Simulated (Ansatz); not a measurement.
Run this with Ansatz 0.2.0 through its Python package and show what comes out.

Script `freq_c2h5alfn.py`:
```python
# -*- coding: utf-8 -*-
"""Harmonic frequencies of C2H5AlFN at its relaxed geometry."""

import ansatz as az
import numpy as np

system = (
    az.Crystal.molecule()
    .atom("C", (-1.5674, 0.953, 0.7308))
    .atom("C", (-0.4197, 0.4322, 0.6094))
    .atom("F", (0.4167, 0.5164, 1.6395))
    .atom("N", (0.0361, -0.2365, -0.5938))
    .atom("Al", (1.6807, -1.0818, -0.8146))
    .atom("H", (-2.3283, 0.9673, -0.0963))
    .atom("H", (-1.8684, 1.5145, 1.6333))
    .atom("H", (-0.6591, -0.2964, -1.4044))
    .atom("H", (2.0485, -1.8051, -2.1176))
    .atom("H", (2.744, -1.0147, 0.4168))
)

setup = (
    system.calculation()
    .basis(gaussian="def2-SVP")
    .functional("CAM-B3LYP")  # exchange and correlation
)
symbols = [site.symbol for site in system.cartesian_sites]
start = np.array([site.position_ang for site in system.cartesian_sites], dtype=float)
report = setup.relax(force_tolerance=0.003).run(threads=1).report
end = np.array(report["positions_ang"])

print("bond        before    after (A)")
for i, j in [(0, 1), (0, 5), (0, 6), (1, 2), (1, 3), (3, 4), (3, 7), (4, 8), (4, 9)]:
    d0, d1 = (np.linalg.norm(xyz[i] - xyz[j]) for xyz in (start, end))
    print(f"{symbols[i]}{i}-{symbols[j]}{j}".ljust(10), f"{d0:8.4f} {d1:8.4f}")

# same settings at the minimum
minimum = az.Crystal.molecule()
for symbol, xyz in zip(symbols, end):
    minimum = minimum.atom(symbol, xyz.tolist())
vibrating = (
    minimum.calculation()
    .basis(gaussian="def2-SVP")
    .functional("CAM-B3LYP")
    .phonons(temperatures=(200, 600, 100))
)
vib = vibrating.run(threads=1).report["vibrations"]
sums = vib["harmonic_sums"]
modes = [m["omega_inv_cm"] for m in sums["modes_at_gamma"] if m["rigid_motion"] == "no"]
for number, w in enumerate(modes, start=1):
    print(f"mode {number:2d} {w:9.1f} 1/cm {w / 8065.544 * 1000:8.2f} meV")
print("imaginary modes:", sum(w < 0 for w in modes), " zero-point energy:", round(sums["zero_point_energy_ev"], 4), "eV")
print("T (K)   F_vib (eV)   S_vib (meV/K)   C_vib (meV/K)")
for row in zip(sums["temperatures_k"], sums["vibrational_free_energy_ev"], vib["entropy_ev_per_k"], vib["heat_capacity_ev_per_k"]):
    print(f"{row[0]:6.1f} {row[1]:11.4f} {1000 * row[2]:13.4f} {1000 * row[3]:15.4f}")
```

Output of `python freq_c2h5alfn.py`:
```text
bond        before    after (A)
C0-C1        1.2662   1.3336
C0-H5        1.1240   1.0889
C0-H6        1.1047   1.0883
C1-F2        1.3296   1.3397
C1-N3        1.4500   1.3755
N3-Al4       1.8623   1.8033
N3-H7        1.0696   1.0163
Al4-H8       1.5350   1.5768
Al4-H9       1.6283   1.5694
mode  1      93.4 1/cm    11.58 meV
mode  2     157.6 1/cm    19.54 meV
mode  3     199.7 1/cm    24.76 meV
mode  4     403.4 1/cm    50.01 meV
mode  5     480.4 1/cm    59.57 meV
mode  6     563.4 1/cm    69.85 meV
mode  7     603.8 1/cm    74.86 meV
mode  8     618.7 1/cm    76.70 meV
mode  9     685.5 1/cm    84.99 meV
mode 10     731.0 1/cm    90.63 meV
mode 11     750.9 1/cm    93.10 meV
mode 12     798.1 1/cm    98.95 meV
mode 13     804.8 1/cm    99.79 meV
mode 14     955.7 1/cm   118.49 meV
mode 15    1008.3 1/cm   125.02 meV
mode 16    1302.0 1/cm   161.42 meV
mode 17    1395.1 1/cm   172.97 meV
mode 18    1430.3 1/cm   177.33 meV
mode 19    1779.0 1/cm   220.57 meV
mode 20    1980.9 1/cm   245.60 meV
mode 21    2011.1 1/cm   249.34 meV
mode 22    3202.4 1/cm   397.05 meV
mode 23    3310.1 1/cm   410.40 meV
mode 24    3611.8 1/cm   447.81 meV
imaginary modes: 0  zero-point energy: 1.7902 eV
T (K)   F_vib (eV)   S_vib (meV/K)   C_vib (meV/K)
 200.0      1.7638        0.3291          0.4463
 300.0      1.7194        0.5624          0.7171
 400.0      1.6512        0.8002          0.9378
 500.0      1.5596        1.0288          1.1101
 600.0      1.4459        1.2437          1.2459
```

The frequencies are harmonic and unscaled, in a modest basis. The result belongs to the one conformer reached from this start, and soft torsions count as harmonic oscillators. Finished in 3.5 min on 1 thread of Arm Neoverse V2, with other jobs on the host, peak memory 0.32 GiB.

(A comment or docstring line of the script was reworded after the run, the code is as it ran; lines on the test bed's own set-up are left out of the output.)
